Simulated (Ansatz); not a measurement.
**GeOSe: the band gap up the ladder of functionals**

One table from this session's results is given with a row withheld; the runs are named, their logs left out.

Code: Ansatz 0.2.0. PAW datasets, plane waves. No spin polarisation and no zero-point or thermal motion; the cell was built from a prototype and may be hypothetical.

## The cell

The cell was relaxed beforehand with r2SCAN.

In-plane lattice: a = 3.247 Å, b = 3.247 Å, γ = 120.0°; thickness between the outer nuclei 2.47 Å. Near Ge stand 3 O at 2.07 Å and 3 Se at 2.47 Å; near O stand 3 Ge at 2.07 Å; near Se stand 3 Ge at 2.47 Å.

As a file:

```
CELL_PARAMETERS angstrom
3.24706 0.00000 0.00000
-1.62353 2.81204 0.00000
0.00000 0.00000 28.84124
ATOMIC_POSITIONS crystal
Ge 0.00000 0.00000 0.32053
O 0.33333 0.66667 0.35062
Se 0.66667 0.33333 0.26501
```
Periodic in the plane only; c spans the vacuum.

Set-up of the first run:

Input file input.yaml:

```yaml
crystal:
  lattice:
    - [3.2470623631, 0.0, 0.0]
    - [-1.6235311816, 2.8120384941, 0.0]
    - [0.0, 0.0, 28.8412363048]
  atoms:
    - { symbol: Ge, position: [0.0, 0.0, 0.3205328989] }
    - { symbol: O, position: [0.3333333333, 0.6666666667, 0.350616686] }
    - { symbol: Se, position: [0.6666666667, 0.3333333333, 0.2650100067] }
  periodic: [true, true, false]
kpoints:
  mp_grid: { grid: [12, 12, 1] }
  band_path:
    path:
      - [0, 0, 0]
      - [0.5, 0, 0]
      - [0.3333333333333, 0.3333333333333, 0]
      - [0, 0, 0]
    npoints: 10
hamiltonian:
  xc: pbe
scf:
  occupations: { method: fermi_dirac, width: 0.02 }
  n_extra_bands: 4
output:
  forces: true
  stress: true
  eigenvalues: true
```

Run with:

```bash
$ ansatz run input.yaml --threads 4 --pin off --max-ram 5529MiB --backend cpu --events-out ev --progress --plain --runs-dir out
```

Among the steps run: PBE bands along the symmetry lines; r2SCAN at the same geometry; HSE06; Single point with PBE+SOC; PBE0 at the same geometry; LDA at the same geometry; HSE06+SOC at the same geometry.

One of the session's tables, all rows but one given; the rest of the session is left out.

```
    level  gap (eV)
      PBE     -0.55
   r2SCAN     -0.32
    HSE06     -0.06
  PBE+SOC     -0.40
     PBE0      0.00
      LDA     -0.65
HSE06+SOC         ?
```

Estimate the missing values for HSE06+SOC.

The run gave: gap (eV): 0.16. In the column «gap (eV)» it is the highest.

Meshes: PBE 12×12×1, r2SCAN 12×12×1, HSE06 6×6×1, PBE+SOC 12×12×1, PBE0 6×6×1, LDA 12×12×1, HSE06+SOC 6×6×1.

PBE finds no gap, while HSE06+SOC opens one of up to 0.16 eV: the level of theory decides whether this is called a metal.

Caveats from the session: Warnings in the runs' records: xc potential rough in thin density, stress exchange threshold loose, filled band counts differ across k points, stress scf threshold loose.
